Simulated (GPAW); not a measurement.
The system is Ag3Au.

```
Au Ag
1.0
     4.11109    0.00000    0.00000
     0.00000    4.11109    0.00000
     0.00000    0.00000    4.11109
Au Ag
1 3
Direct
  0.00000 0.00000 0.00000
  0.50000 0.50000 0.00000
  0.00000 0.50000 0.50000
  0.50000 0.00000 0.50000
```

The cell comes from a database or a generator and needn't be the stable form of this composition.

Base run:

| Item | Value |
| --- | --- |
| Program | GPAW 26.7.0 |
| Functional | PBEsol |
| Potentials or basis | PAW data sets generated in the run's folder for this functional |
| Cutoff | 600 eV |
| Basis | pw |
| k mesh | 7 × 7 × 7 |
| Occupations | fermi-dirac, width 0.05 eV |
| Spin | no spin polarisation |

Its results: pressure -4.2 GPa.

Task: The run is repeated on the same cell with these changes: k mesh from 7 × 7 × 7 to 5 × 5 × 5. What comes out?

Result: Pressure -3.2 GPa.

Caveats: with this Au data set, volumes or pressures lay over 1.5 % or 2 GPa off other programs in two to four cells of ten.
